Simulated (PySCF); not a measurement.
# Ways to converge the SCF of SiSe⁻

Aim: find out which solver settings change the answer for SiSe⁻.

The runs use PySCF 2.14.0; method and basis as typed in the scripts.

3 further runs of the same task are left out: 3 that didn't finish.

### 1 The system as given

SiSe⁻: 2 atoms, charge -1, spin multiplicity 2.

No contacts short enough for the rule that draws bonds.

### 2 The run that the others are compared with

Contents of input.py:

```python
from pyscf import gto, scf, mp

mol = gto.M(
    atom='Si 0 0 0; Se 0 0 2.679',
    basis='sbkjc',
    ecp={'Si': 'sbkjc', 'Se': 'sbkjc'},
    charge=-1,
    spin=1,
    verbose=3,
)
mf = scf.UHF(mol)
mf = mf.newton()
mf.kernel()
mp.MP2(mf).kernel()
mf.dip_moment()
print('orbital energies (hartree):', [e[max(0, n-3):n+3].round(4) for e, n in zip(mf.mo_energy, mol.nelec)])
```

Started as:

```sh
> OMP_NUM_THREADS=1 python input.py
```

Its log is not repeated here.

In short: E(SCF) = -12.884437 Eh, E(MP2) − E(SCF) = -0.04347 Eh, ⟨S²⟩ = 1.629.

⟨S²⟩ = 1.63 against 0.75 for a pure state: the determinant is spin-contaminated. The bond length is a typed value, not an optimised one. The dipole of an ion depends on the origin.

### 3 Damping 0.5

Run 1 changes damping: none → 0.5.

Contents of input.py:

```python
from pyscf import gto, scf, mp

mol = gto.M(
    atom='Si 0 0 0; Se 0 0 2.679',
    basis='sbkjc',
    ecp={'Si': 'sbkjc', 'Se': 'sbkjc'},
    charge=-1,
    spin=1,
    verbose=3,
)
mf = scf.UHF(mol)
mf.damp = 0.5
mf.diis_start_cycle = 8
mf = mf.newton()
mf.kernel()
mp.MP2(mf).kernel()
mf.dip_moment()
print('orbital energies (hartree):', [e[max(0, n-3):n+3].round(4) for e, n in zip(mf.mo_energy, mol.nelec)])
```

Started as:

```sh
> OMP_NUM_THREADS=1 python input.py
```

### 4 Damping 0.2

Run 2 changes damping: none → 0.2.

Edit input.py of step 2 so:

```diff
@@ -11,2 +11,4 @@
 mf = scf.UHF(mol)
+mf.damp = 0.2
+mf.diis_start_cycle = 8
 mf = mf.newton()
```

### 5 Level shift 1 hartree

Run 3 changes level shift: none → 1 hartree.

Edit input.py of step 2 so:

```diff
@@ -11,2 +11,3 @@
 mf = scf.UHF(mol)
+mf.level_shift = 1.0
 mf = mf.newton()
```

### 6 Damping 0.8

Run 4 changes damping: none → 0.8.

Edit input.py of step 2 so:

```diff
@@ -11,2 +11,4 @@
 mf = scf.UHF(mol)
+mf.damp = 0.8
+mf.diis_start_cycle = 8
 mf = mf.newton()
```

**Question.** What will these runs give? Wanted: for each run, E(SCF); from base; after the SCF.

As calculated:

| run | E(SCF) (hartree) | from base (eV) | after the SCF |
| --- | --- | --- | --- |
| base | -12.884437 | 0 | MP2 correlation -1.183 eV |
| damping 0.5 | -12.884437 | 0.0000 | MP2 correlation -1.183 eV |
| damping 0.2 | -12.884437 | 0.0000 | MP2 correlation -1.183 eV |
| level shift 1 hartree | -12.884437 | 0.0000 | MP2 correlation -1.183 eV |
| damping 0.8 | -12.884437 | 0.0000 | MP2 correlation -1.183 eV |

In words: The SCF energy stays the same, to the digits that matter, with damping 0.5 or damping 0.2 or level shift 1 hartree or damping 0.8.
